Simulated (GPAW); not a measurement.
The system is HfIn4SiO6.

```
CELL_PARAMETERS angstrom
5.69867 0.00381 0.01559
-0.70506 6.10815 -0.00575
-2.73718 -1.39557 6.63076
ATOMIC_POSITIONS crystal
Hf 0.11793 0.01556 0.13292
In 0.38842 0.99901 0.72891
In 0.75865 0.00842 0.49586
In 0.23461 0.48841 0.53300
In 0.59649 0.48211 0.20528
Si 0.86778 0.44029 0.85544
O 0.55316 0.38738 0.79290
O 0.93454 0.38483 0.65596
O 0.98414 0.26218 0.00347
O 0.99083 0.69806 0.98452
O 0.08665 0.06493 0.39374
O 0.48680 0.10883 0.21799
```

The cell was built by a generator and needn't be a form met in nature.

Base run:

```yaml
Program: GPAW 26.7.0
Functional: PBE
Potentials_or_basis: GPAW PAW data sets (gpaw-data 1.2.1)
Cutoff: 800 eV
Basis: pw
k_mesh: 4 × 3 × 3
Occupations: fermi-dirac, width 0.05 eV
Spin: no spin polarisation
```

Its results: band gap on the k mesh 0.88 eV, indirect (least direct gap 1.15 eV); pressure 0.6 GPa; largest force 0.374 eV/Å.

Problem. The run is repeated on the same cell with these changes: functional from PBE to r2SCAN. What comes out?

Solution. Band gap on the k mesh 1.07 eV, indirect (least direct gap 1.27 eV); pressure -2.7 GPa; largest force 0.324 eV/Å.

r2SCAN gives the wider gap, since meta-GGAs in the generalised Kohn-Sham scheme recover part of the derivative discontinuity.

Caveats: spin-orbit coupling is left out, which moves the levels of the heavy elements; the PAW data sets were made with another functional, which shifts forces and pressure a little (some runs).

A k mesh can miss the band edges.
